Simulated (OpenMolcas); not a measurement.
**Rh⁴⁺ among point charges: CASSCF and CASPT2 levels and susceptibility**

How does a field of 2 point charges split the states of Rh⁴⁺, and what χT follows?

Program: OpenMolcas 26.06. Level of theory: state-averaged CASSCF and CASPT2, spin-orbit coupling by RASSI with atomic mean-field integrals. These are calculated values, not measurements, unless marked.

### 1 The atom as given

- Species: Rh⁴⁺ (rhodium, Z = 45, 41 electrons)
- Basis: ANO-RCC-VTZP [7s6p4d2f1g], 68 functions
- Scalar Hamiltonian: DKH2, point nucleus
- Inactive shells: 1s 2s 2p 3s 3p 3d 4s 4p
- Active space: 5 electrons in 5 orbitals (4d)
- Some configurations of this space: 4d5
- Orbitals: optimised for each spin and parity, averaged over all roots

The outer shells:

4d5
```
4d [↑ ][↑ ][↑ ][↑ ][↑ ]
```

The ion sits among 2 point charges of -2 e arranged as a linear pair (D∞h), 1.94 Å from the ion.

Each step is its own input file, run in one work folder so that later steps find the files of earlier ones. Labels, J, g values, rates, χT and fits are worked out afterwards by a script from the matrices that RASSI stores. The input lists half of the charges; inversion (Group=XYZ) makes the rest.

### 2 GATEWAY and SEWARD: basis and integrals

Contents of a.inp:

```
&GATEWAY
Coord
1

Rh 0.0 0.0 0.0
Basis=ANO-RCC-VTZP
Group=XYZ
NoMove
AngMom=0.0 0.0 0.0
AMFI
XField
1 Angstrom 0
0.000000 0.000000 1.940000 -2.000000
&SEWARD
```

The run is started by

```sh
$ OMP_NUM_THREADS=1 MOLCAS_MEM=1689 MOLCAS_PROJECT=a pymolcas a.inp > a.log
```

### 3 Reference wave functions, sextets of even parity, 1 root

Contents of a.inp:

```
&RASSCF
FileOrb=start.orb
Symmetry=1
Spin=6
nActEl=5 0 0
Inactive=9 9
Ras2=5 0
CIRoot=1 1 1
SDav=1
CIMx=300
Iter=120 100
PrWF=0.3
OrbListing=Nothing
MaxOrb=0
>>> COPY $Project.JobIph JOB001
```

start.orb holds the contracted functions of the basis, ordered by shell, or the orbitals of the step before.

### 4 CASSCF: quartets of even parity, 24 roots

Contents of a.inp:

```
&RASSCF
FileOrb=start.orb
Symmetry=1
Spin=4
nActEl=5 0 0
Inactive=9 9
Ras2=5 0
CIRoot=24 24 1
SDav=24
CIMx=300
Iter=120 100
PrWF=0.3
OrbListing=Nothing
MaxOrb=0
>>> COPY $Project.JobIph JOB002
```

### 5 Reference wave functions, doublets of even parity, 75 roots

Contents of a.inp:

```
&RASSCF
FileOrb=start.orb
Symmetry=1
Spin=2
nActEl=5 0 0
Inactive=9 9
Ras2=5 0
CIRoot=75 75 1
SDav=75
CIMx=300
Iter=120 100
PrWF=0.3
OrbListing=Nothing
MaxOrb=0
>>> COPY $Project.JobIph JOB003
```

### 6 State interaction with spin-orbit coupling

Contents of a.inp:

```
&RASSI
NrOfJobIphs=3 1 24 75
1
1 2 3 4 5 6 7 8 9 10 11 12 13 14 15 16 17 18 19 20 21 22 23 24
1 2 3 4 5 6 7 8 9 10 11 12 13 14 15 16 17 18 19 20 21 22 23 24 25 26 27
28 29 30 31 32 33 34 35 36 37 38 39 40 41 42 43 44 45 46 47 48 49 50 51
52 53 54 55 56 57 58 59 60 61 62 63 64 65 66 67 68 69 70 71 72 73 74 75
IphNames
JOB001
JOB002
JOB003
EJob
SpinOrbit
DIPRint=1.0
SOCoupling=1000.0
Subsets=2
Property=9
'ANGMOM' 1 'ANGMOM' 2 'ANGMOM' 3 'MLTPL  1' 1 'MLTPL  1' 2 'MLTPL  1' 3
'AMFI' 1 'AMFI' 2 'AMFI' 3
SOProperty=3
'ANGMOM' 1 'ANGMOM' 2 'ANGMOM' 3
```

### 7 CASPT2: IPEA 0.25, imaginary shift 0.1 (closed shells correlated: 4s 4p)

Contents of a.inp:

```
>>> COPY JOB001 $Project.JobIph
&CASPT2
Multistate=1 1
Frozen=8 6
IPEA=0.25
Imaginary=0.1
MaxIter=60
WThr=0.0 0.3 0.05
PrWF=0.5
NoMix
>>> COPY JOB002 $Project.JobIph
&CASPT2
Multistate=24 1 2 3 4 5 6 7 8 9 10 11 12 13 14 15 16 17 18 19 20 21 22
23 24
NoMult
Frozen=8 6
IPEA=0.25
Imaginary=0.1
MaxIter=60
WThr=0.0 0.3 0.05
PrWF=0.5
NoMix
>>> COPY JOB003 $Project.JobIph
&CASPT2
Multistate=75 1 2 3 4 5 6 7 8 9 10 11 12 13 14 15 16 17 18 19 20 21 22
23 24 25 26 27 28 29 30 31 32 33 34 35 36 37 38 39 40 41 42 43 44 45 46
47 48 49 50 51 52 53 54 55 56 57 58 59 60 61 62 63 64 65 66 67 68 69 70
71 72 73 74 75
NoMult
Frozen=8 6
IPEA=0.25
Imaginary=0.1
MaxIter=60
WThr=0.0 0.3 0.05
PrWF=0.5
NoMix
```

(Steps that only read results are left out.)

**Question.** What will these runs give? Wanted: spin-free ground state; lowest level; next level.

As calculated:

```
                 quantity                                                                        value
                   method  SS-CASPT2, IPEA 0.25, imaginary shift 0.1 (closed shells correlated: 4s 4p)
   spin-free ground state                                           6Sigma, 1-fold in its orbital part
             lowest level                                                 2-fold, g = 0.00, 0.00, 9.98
               next level                                                                    32.0 cm⁻¹
              χT at 300 K                                                               4.36 cm³ K/mol
effective moment at 300 K                                                                      5.90 μB
```

Cost by method:

| method | time of its own steps | time with the reference |
| --- | --- | --- |
| A. CASSCF | 26 s | 26 s |
| B. SS-CASPT2, IPEA 0.25, imaginary shift 0.1, +4s 4p | 14 s | 40 s |

Times are of one thread on a shared host.

The spin-free ground state (6Sigma) comes to 100 % from free-ion S terms and keeps the highest spin of the shell. χT at 300 K is 4.36, against 4.39 cm³ K/mol for the spin alone, as a half-filled shell (L = 0) has no orbital moment. An active space of the d shell alone favours high spin; real ions in strong fields can be low spin. The field of point charges can differ much from that of real complexes. With metal d orbitals alone active, the gaps between spin states are rough; where two lie within a few thousand cm-1, their order is open. Point charges carry no covalency, so the field is a model and not that of real ligands.
